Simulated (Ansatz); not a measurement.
# Hf2H3: the cost of one run

Method: DFT PBE, scalar-relativistic, plane waves, PAW, in Ansatz 0.2.0.

1 further run of the same task is left out (set aside as unsound or not needed). Runs told in other sessions of the task aren't counted.

**1. Starting point**

Symmetry: P-6m2, No. 187, hexagonal system. Conventional cell: a = 3.470 Å, b = 3.470 Å, c = 6.117 Å, α = 90.00°, β = 90.00°, γ = 120.00°. Hf (site symmetry 3m) is surrounded by 3 H at 1.86 Å. H (site symmetry mm2) has 4 H at 1.60 to 1.87 Å and 2 Hf at 1.86 Å in its first shell of neighbours.

Coordinates:

```xyz
5
Lattice="3.4697 0.0000 0.0000 -1.7348 3.0048 0.0000 0.0000 0.0000 6.1167" Properties=species:S:1:pos:R:3 pbc="T T T"
Hf    0.0000    0.0000    4.5681
Hf    0.0000    0.0000    1.5487
H     2.5351    0.5396    3.0584
H     1.7348    1.9257    3.0584
H     0.9346    0.5396    3.0584
```

It is the end of an earlier relaxation with the same method, from a generated guess; it is a trial structure. At a tolerance of 0.05 Å it has space group P-6m2 (No. 187); it has 12.75 Å³/atom, an uncorrected energy of +0.44 eV/atom over the elements.

**2. Electronic structure at the relaxed geometry**

The input, input.yaml:

```yaml
crystal:
  lattice:
    - [3.4696954076, 0.0, 0.0]
    - [-1.7348477038, 3.0048443663, 0.0]
    - [0.0, 0.0, 6.1167143736]
  atoms:
    - { symbol: Hf, position: [0.0, 0.0, 0.7468157503] }
    - { symbol: Hf, position: [0.0, 0.0, 0.2531842497] }
    - { symbol: H, position: [0.8204257391, 0.1795742609, 0.5] }
    - { symbol: H, position: [0.8204257391, 0.6408514783, 0.5] }
    - { symbol: H, position: [0.3591485217, 0.1795742609, 0.5] }
basis:
  ecutwfc: 420
kpoints:
  mp_grid: { grid: [12, 12, 6] }
  band_path:
    path:
      - [[0.0, 0.0, 0.0], [0.5, 0.0, 0.0], [0.33333333, 0.33333333, 0.0], [0.0, 0.0, 0.0], [0.0, 0.0, 0.5], [0.5, 0.0, 0.5], [0.33333333, 0.33333333, 0.5], [0.0, 0.0, 0.5]]
      - [[0.5, 0.0, 0.5], [0.5, 0.0, 0.0]]
      - [[0.33333333, 0.33333333, 0.5], [0.33333333, 0.33333333, 0.0]]
    npoints: 14
hamiltonian:
  xc: pbe
scf:
  occupations: { method: gaussian, width: 0.1 }
  n_extra_bands: 12
output:
  forces: true
  stress: true
  eigenvalues: true
  populations: true
  dos: { projected: true, de: 0.02, nscf_kmesh: { grid: [15, 15, 8] } }
  bader: true
  write_density: true
  write_potential: true
  elf: true
  volumetric_format: npy
```

On the command line:

```
$ ansatz run input.yaml --threads 1 --pin off --max-ram 2560MiB --backend cpu --events-out ev --progress --plain --runs-dir out
```

What time and memory should one allow on 1 thread of Intel Xeon at 2.50GHz (Skylake/Cascade Lake), shared host?

About 2.9 min, with a peak of 0.51 GiB.
